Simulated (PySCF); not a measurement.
# Y(NH2)3: other functionals and bases at one geometry

Aim: see how levels, charges and forces of Y(NH2)3 depend on the level of theory. The species was built from a template and needn't be a known compound.

The runs use PySCF 2.14.0; several levels, as the steps say, no spin–orbit coupling.

1 further run of the same task is left out (for a known fault of the program).

### 1 The starting structure

10 atoms, charge 0, spin multiplicity 1.

Bond lengths: Y1–N2 2.152 Å, Y1–N5 2.151 Å, Y1–N8 2.152 Å, N2–H3 1.020 Å, N2–H4 1.021 Å, N5–H6 1.021 Å, N5–H7 1.020 Å, N8–H9 1.021 Å, N8–H10 1.020 Å. Angles: N2–Y1–N5 119.9°, N2–Y1–N8 120.5°, N5–Y1–N8 119.6°, Y1–N2–H3 127.7°, Y1–N2–H4 127.1°, H3–N2–H4 105.2°, Y1–N5–H6 127.7°, Y1–N5–H7 127.1°, H6–N5–H7 105.3°, Y1–N8–H9 126.6°, Y1–N8–H10 128.2°, H9–N8–H10 105.3°.

As a file:

| atom | x (Å) | y (Å) | z (Å) |
| --- | --- | --- | --- |
| Y1 | 0.0040 | -0.0065 | -0.0110 |
| N2 | 2.1460 | -0.0059 | -0.2219 |
| H3 | 2.7723 | -0.8113 | -0.2314 |
| H4 | 2.7538 | 0.8072 | -0.3287 |
| N5 | -1.0737 | 1.8549 | -0.0111 |
| H6 | -2.0800 | 1.9933 | 0.0890 |
| H7 | -0.6808 | 2.7928 | -0.0965 |
| N8 | -1.0695 | -1.8563 | 0.2244 |
| H9 | -2.0788 | -1.9641 | 0.3309 |
| H10 | -0.6933 | -2.8041 | 0.2563 |

Formal oxidation states: Y +3. An earlier session relaxed this geometry at PBE0, Y def2-SVP with ECP28, N def2-SVP, H def2-SVP (singlet, point group C2v).

At PBE0 on the finer grid: E = -205.951546 Eh, HOMO -6.07 eV, LUMO -1.01 eV, Mulliken charge on Y1 +0.83 e, largest force component 0.015 eV/Å. 

Levels to run: revPBE; CAM-B3LYP; PBE0, TZVP. Hardware: 2 threads of Arm Neoverse V1, shared host.

### 2 revPBE

run.py (the lines that set the calculation)

```python
mol = gto.M(atom='''
Y      0.00403    -0.00647    -0.01098
N      2.14600    -0.00593    -0.22188
H      2.77232    -0.81129    -0.23144
H      2.75378     0.80720    -0.32869
N     -1.07367     1.85485    -0.01106
H     -2.08003     1.99330     0.08903
H     -0.68085     2.79281    -0.09655
N     -1.06949    -1.85627     0.22440
H     -2.07878    -1.96406     0.33087
H     -0.69333    -2.80414     0.25628''',
    basis={'Y': 'def2-SVP', 'N': 'def2-SVP', 'H': 'def2-SVP'},
    ecp={'Y': 'def2-SVP'},
    charge=0, spin=0)
mf = dft.RKS(mol, xc='PBE_R,PBE')
mf.grids.atom_grid = (75, 302)
mf = mf.density_fit()  # fitting sets: Y def2-universal-JKFIT, N def2-universal-JKFIT, H def2-universal-JKFIT
mf.conv_tol = 1e-08; mf.max_cycle = 55
mf.kernel(dm0)  # dm0: the density of the relaxed state
```

Launch:

```bash
> OMP_NUM_THREADS=2 python run.py
```

### 3 CAM-B3LYP

run.py (the lines that set the calculation), as its differences from that of step 2:

```diff
@@ -14,3 +14,3 @@
     charge=0, spin=0)
-mf = dft.RKS(mol, xc='PBE_R,PBE')
+mf = dft.RKS(mol, xc='CAMB3LYP')
 mf.grids.atom_grid = (75, 302)
```

### 4 PBE0, TZVP

Basis: Y def2-TZVP with ECP28, N def2-TZVP, H def2-TZVP. 

run.py (the lines that set the calculation), as its differences from that of step 3:

```diff
@@ -11,6 +11,6 @@
 H     -0.69333    -2.80414     0.25628''',
-    basis={'Y': 'def2-SVP', 'N': 'def2-SVP', 'H': 'def2-SVP'},
-    ecp={'Y': 'def2-SVP'},
+    basis={'Y': 'def2-TZVP', 'N': 'def2-TZVP', 'H': 'def2-TZVP'},
+    ecp={'Y': 'def2-TZVP'},
     charge=0, spin=0)
-mf = dft.RKS(mol, xc='CAMB3LYP')
+mf = dft.RKS(mol, xc='PBE0')
 mf.grids.atom_grid = (75, 302)
@@ -18,2 +18,2 @@
 mf.conv_tol = 1e-08; mf.max_cycle = 55
-mf.kernel(dm0)  # dm0: the density of the relaxed state
+mf.kernel(dm0)  # dm0: free metal ions and neutral atoms
```

What does the calculation give? Wanted: for each run, HOMO; gap; charge on Y1; dipole; largest force.

**Answer**, as computed:

| level | state | HOMO (eV) | gap (eV) | charge on Y1 (e) | dipole (D) | largest force (eV/Å) | basis functions | time |
| --- | --- | --- | --- | --- | --- | --- | --- | --- |
| PBE0 (relaxed here) | singlet | -6.07 | 5.05 | 0.83 | 0.01 | 0.01 | 103 | 17 s |
| revPBE | singlet | -4.69 | 3.11 | 0.67 | 0.01 | 0.42 | 103 | 5.9 s |
| CAM-B3LYP | singlet | -7.47 | 7.13 | 0.81 | 0.01 | 0.06 | 103 | 6.8 s |
| PBE0, TZVP | singlet | -6.29 | 5.17 | 1.39 | 0.01 | 0.43 | 169 | 12 s |

Times are on 2 threads of Arm Neoverse V1, shared host; the first row also made further properties.

In one basis the HOMO–LUMO gap runs from 3.11 eV (revPBE) to 7.13 eV (CAM-B3LYP). The largest leftover force, 0.43 eV/Å with PBE0, TZVP, stands at a geometry relaxed at another level. The Mulliken charge on Y spans +0.67 to +1.39 e over the levels. Total energies of different levels can't be compared. Spin–orbit coupling is left out throughout.
